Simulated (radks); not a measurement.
**Yb²⁺ in [Kr] 4d10 4f14 5s2 5p5.75 5f0.25: an all-electron calculation**

What are the levels of the ytterbium ion Yb2+, how large are its shells, and how does its energy divide?

Program: radks (a radial shooting solver on a logarithmic mesh, Libxc functionals) version 1. Level of theory: non-relativistic Kohn-Sham, PBE, spin-polarised, spherical densities, point nucleus; open shells are filled with parallel spins first. These are calculated values, not measurements, unless marked.

## Step 1: What is computed

- element: ytterbium (Z = 70)
- charge: +2
- electrons: 68
- configuration: [Kr] 4d10 4f14 5s2 5p5.75 5f0.25

## Step 2: The calculation

Settings of this run:

```text
Z 70
configuration [Kr] 4d10 4f14 5s2 5p5.75 5f0.25 6s0 5d0
relativity non-relativistic
functional pbe,pbe
spin polarised
nucleus point
```

The run is started by

```
> python run_ks.py task.json out
```

All runs below come from this command, one after another.

**Question.** What will this run give?

As calculated:

| quantity | value |
| --- | --- |
| total energy | -13394.3198 hartree |
| exchange-correlation share of it | 2.09 % |
| −T/E | 0.9997 |
| highest occupied level | 5f up, -5.142 eV |
| most extended occupied level | 5f up, <r> = 6.81 bohr |
| radius at density 0.001 e/bohr³ | 3.29 bohr |
| maxima of the radial density | 5 |

5 principal shells are occupied and 5 maxima appear in the radial density. The ratio −T/E is 0.9997; for a non-relativistic Coulomb system it is 1 up to the kinetic part of correlation. This is not the tabulated ground configuration, so its levels and sizes aren't those of the ground state, and no measured value stands beside it.
